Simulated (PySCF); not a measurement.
# C6H9F3O3: the cost of one run

Computed with PySCF 2.14.0, with density-fitted response routines of our own, on a single molecule, in the gas phase or a continuum. Atoms are numbered from 0 throughout.

## Step 1: The starting structure

21 atoms, charge 0, multiplicity 1; geometry from: GFN2-xTB. The atoms were then displaced at random by about 0.01 Å, so the start is not that level's minimum.

Bonds of the start (Å): C0–O1 1.44, O1–C2 1.34, C2–O3 1.21, C2–C4 1.53, C4–C5 1.52, C4–O6 1.39, O6–C7 1.42, C4–C8 1.58, C8–F9 1.34, C8–F10 1.33, C8–F11 1.33, C0–H12 1.11, C0–H13 1.05, C0–H14 1.09, C5–H15 1.09, C5–H16 1.09, C5–H17 1.09, C7–H18 1.11, C7–H19 1.11, C7–H20 1.06.

## Step 2: Geometry optimisation at PBE0-D3(BJ)/def2-SVP

What the job is given:

```
{"job": {"xc": "PBE0", "basis": "def2-SVP", "d3": "d3bj", "grid": 1, "shake": 0.01, "kind": "geom"}, "charge": 0, "multiplicity": 1}
C      3.020400    -0.053970     0.349640
O      1.627990    -0.440150     0.350300
C      0.773180     0.282590    -0.387880
O      1.130580     1.230070    -1.056120
C     -0.640160    -0.296190    -0.280190
C     -0.699530    -1.617240    -1.028710
O     -1.592380     0.535230    -0.853400
C     -1.771780     1.842710    -0.319480
C     -0.946230    -0.539780     1.247000
F     -0.353500    -1.649140     1.709960
F     -0.554360     0.462200     2.027850
F     -2.249810    -0.700640     1.446240
H      3.095140     0.873240     0.952680
H      3.547000    -0.855970     0.768860
H      3.317790     0.181950    -0.673090
H      0.059240    -2.293970    -0.646760
H     -0.530490    -1.411800    -2.083960
H     -1.694140    -2.050340    -0.896050
H     -2.247450     1.794130     0.680240
H     -2.494330     2.331800    -1.001980
H     -0.868330     2.397560    -0.282130
```

Run with:

```sh
$ OMP_NUM_THREADS=1 python probes_run.py task.json out
```

This one command runs all jobs of the session in turn.

**Question.** How long does this first job take on 1 thread of Arm Neoverse V1, shared host, and how much memory does it need?

About 5.2 min, with a peak of 1 GiB.
